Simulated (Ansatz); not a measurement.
# Ti3C2: a hydrostatic pressure series

One table from this session's results is given with a row withheld; the runs are named, their logs left out.

Program: Ansatz 0.2.0. Level of theory: DFT PBEsol, scalar-relativistic, plane waves, PAW. These are calculated values, not measurements.

1 further run of the same task is left out (set aside as unsound or not needed).

### The system as given

Symmetry: P6_3/mmc, No. 194, hexagonal system. Conventional cell: a = 3.042 Å, b = 3.042 Å, c = 14.985 Å, α = 90.00°, β = 90.00°, γ = 120.00°. Around Ti (site symmetry 3m) lie 3 C at 2.05 Å. Around Ti (site symmetry -3m) lie 6 C at 2.18 Å. Around C (site symmetry 3m) lie 6 Ti at 2.05 to 2.18 Å.

Coordinates:

```cif
data_structure
_symmetry_space_group_name_H-M 'P 1'
_symmetry_Int_Tables_number 1
_cell_length_a 3.0421
_cell_length_b 3.0421
_cell_length_c 14.9846
_cell_angle_alpha 90.000
_cell_angle_beta 90.000
_cell_angle_gamma 120.000
_cell_volume 120.09
loop_
_atom_site_label
_atom_site_type_symbol
_atom_site_fract_x
_atom_site_fract_y
_atom_site_fract_z
_atom_site_occupancy
Ti1 Ti 0.33333 0.66667 0.84379 1
Ti2 Ti 0.66667 0.33333 0.34379 1
Ti3 Ti 0.66667 0.33333 0.15621 1
Ti4 Ti 0.33333 0.66667 0.65621 1
Ti5 Ti 0.00000 0.00000 0.00000 1
Ti6 Ti 0.00000 0.00000 0.50000 1
C1 C 0.66667 0.33333 0.91438 1
C2 C 0.33333 0.66667 0.41438 1
C3 C 0.66667 0.33333 0.58562 1
C4 C 0.33333 0.66667 0.08562 1
```

It goes back to an entry of the Materials Project, which need not be the stable form.

It is the result of an earlier relaxation at this level (volume 12.01 Å³/atom; gap on the mesh: none (metal)).

Set-up of the first run:

input.yaml reads:

```yaml
crystal:
  lattice:
    - [3.0613957526, 0.0, 0.0]
    - [-1.5306978763, 2.6512464928, 0.0]
    - [0.0, 0.0, 15.0797454871]
  atoms:
    - { symbol: Ti, position: [0.3333333333, 0.6666666667, 0.8437914625] }
    - { symbol: Ti, position: [0.6666666667, 0.3333333333, 0.3437914625] }
    - { symbol: Ti, position: [0.6666666667, 0.3333333333, 0.1562085375] }
    - { symbol: Ti, position: [0.3333333333, 0.6666666667, 0.6562085375] }
    - { symbol: Ti, position: [0.0, 0.0, 0.0] }
    - { symbol: Ti, position: [0.0, 0.0, 0.5] }
    - { symbol: C, position: [0.6666666667, 0.3333333333, 0.9143810493] }
    - { symbol: C, position: [0.3333333333, 0.6666666667, 0.4143810493] }
    - { symbol: C, position: [0.6666666667, 0.3333333333, 0.5856189507] }
    - { symbol: C, position: [0.3333333333, 0.6666666667, 0.0856189507] }
basis:
  ecutwfc: 420
kpoints:
  mp_grid: { grid: [12, 12, 4] }
hamiltonian:
  xc: pbesol
scf:
  occupations: { method: gaussian, width: 0.1 }
output:
  forces: true
  stress: true
  eigenvalues: true
relax:
  adjacent_minimum: "off"
  f_tol: 0.008
  max_steps: 50
  cell: { stress_tol: 0.08, p_target: -2.0 }
```

Started as:

```console
$ ansatz run input.yaml --threads 2 --pin off --max-ram 5120MiB --backend cpu --events-out ev --progress --plain --runs-dir out
```

Steps of the session up to this table: Relaxing at -2 GPa; Target pressure 2 GPa; Relaxing at 5 GPa; 10 GPa; 20 GPa.

One of the session's tables, all rows but one given; the rest of the session is left out.

It belongs to the step «Volume, cell and gap against pressure». Lengths are those of the vectors of the cell that was run:

| P (GPa) | V (Å³/atom) | a (Å) | b (Å) | c (Å) | ΔH (eV/atom) |
| --- | --- | --- | --- | --- | --- |
| -2 | 12.17 | 3.054 | 3.054 | 15.069 | -0.151 |
| 0 | 12.01 | 3.042 | 3.042 | 14.985 | 0.000 |
| 2 | 11.85 | 3.030 | 3.030 | 14.904 | 0.149 |
| 5 | ? | ? | ? | ? | ? |
| 10 | 11.32 | 2.989 | 2.989 | 14.631 | 0.727 |
| 20 | 10.77 | 2.944 | 2.944 | 14.354 | 1.416 |

**Question.** Estimate the row for P (GPa) = 5.

Worked estimate for «V (Å³/atom)». A straight line through the neighbours (2, 11.85) and (10, 11.32) gives 11.85 + (11.32 − 11.85) × (5 − 2) / (10 − 2) = 11.65; a parabola fitted to 4 rows on both sides gives 11.64.

**Answer.** V (Å³/atom): 11.64; a (Å): 3.014; b (Å): 3.014; c (Å): 14.792; ΔH (eV/atom): 0.369. In «V (Å³/atom)» the line misses by +0.01 and the parabola by 0.00.

ΔH is E + PV over the energy at zero pressure; a, b and c are the vectors of the computed cell. 

Limits of these values: Other structures may take over in this range; these runs cannot find them.
